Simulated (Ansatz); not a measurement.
## CH3AlCl2, SMILES [CH3][Al]([Cl])[Cl]: a geometry optimisation, step by step

With the Python package of Ansatz (0.2.0).

The cells in order, each with its output:

In [1]:
```python
import ansatz as az
import numpy as np

GEOMETRY = '''
C    -0.14140    0.92970   -0.15200
Al    0.16530   -0.96070    0.15120
Cl    1.87000   -1.57070    1.36380
Cl   -1.09240   -2.47570   -0.72660
H    -1.09280    1.07640   -0.81390
H    -0.35390    1.49900    0.80700
H     0.70640    1.43410   -0.67520
'''
```

In [2]:
```python
geometry = az.Crystal.molecule()
for line in GEOMETRY.strip().splitlines():
    symbol, *xyz = line.split()
    geometry = geometry.atom(symbol, [float(v) for v in xyz])
```

In [3]:
```python
job = geometry.calculation()
job = job.basis(gaussian='6-31G*')
job = job.functional('b3lyp')
symbols = [site.symbol for site in geometry.cartesian_sites]
start = np.array([site.position_ang for site in geometry.cartesian_sites], dtype=float)
def progress(event):
    if event['event'] == 'relax_step':
        row = event['data']
        print(f'step {row["step"]:3d}  E = {row["lagrangian_ev"]:.6f} eV  largest force component {row["allowed_force_max_ev_ang"]:.4f} eV/A')
```

In [4]:
```python
r = job.relax(force_tolerance=0.005).session().plan().execute(on_event=progress).report
end = np.array(r['positions_ang'])
```
```text
step   1  E = -32732.239696 eV  largest force component 1.6152 eV/A
step   2  E = -32732.398068 eV  largest force component 0.5244 eV/A
step   3  E = -32732.410671 eV  largest force component 0.1016 eV/A
step   4  E = -32732.411175 eV  largest force component 0.0165 eV/A
step   5  E = -32732.411215 eV  largest force component 0.0178 eV/A
step   6  E = -32732.411226 eV  largest force component 0.0176 eV/A
step   7  E = -32732.411235 eV  largest force component 0.0005 eV/A
```

In [5]:
```python
print(f'E = {r["free_energy_ev"]:.6f} eV = {r["free_energy_ev"] / 27.211386246:.7f} Ha')
print('converged:', r['converged'], ' doubts:', r['published_state_doubts'] or 'none')
```
```text
E = -32732.411482 eV = -1202.8939351 Ha
converged: True  doubts: none
```

In [6]:
```python
print('final positions (A) and the move of each atom')
for symbol, xyz, old in zip(symbols, end, start):
    print(f'{symbol:2s} {xyz[0]:10.5f} {xyz[1]:10.5f} {xyz[2]:10.5f}   {np.linalg.norm(xyz - old):7.4f}')
```
```text
final positions (A) and the move of each atom
C    -0.17484    0.94308   -0.16683    0.0389
Al    0.17537   -0.94364    0.14121    0.0222
Cl    1.80504   -1.57991    1.32380    0.0768
Cl   -1.03608   -2.46709   -0.67672    0.0757
H    -1.05644    1.09413   -0.79753    0.0436
H    -0.33614    1.46532    0.78388    0.0445
H     0.68429    1.42022   -0.65352    0.0339
```

In [7]:
```python
charges = r['charge_distribution']
print('dipole moment', round(4.803205 * float(np.linalg.norm(charges['dipole_moment_e_ang'])), 3), 'D')
print('Mulliken:', [(s, round(q, 3)) for s, q in zip(symbols, charges['mulliken_charges_e'])])
```
```text
dipole moment 2.461 D
Mulliken: [('C', -0.696), ('Al', 0.629), ('Cl', -0.25), ('Cl', -0.249), ('H', 0.19), ('H', 0.188), ('H', 0.188)]
```

Reading the output:
- Total energies depend on the basis set; only differences at equal settings carry meaning.
- The end point is the stationary point reached from this start; no frequency run checks that it is a minimum, and the basis set is modest.
- b3lyp holds the VWN-RPA fit, as in Gaussian; the form of ORCA and Turbomole is b3lyp5.
- The whole script took 31 s on 1 thread of Arm Neoverse V1 (shared host), peak memory 0.2 GiB.
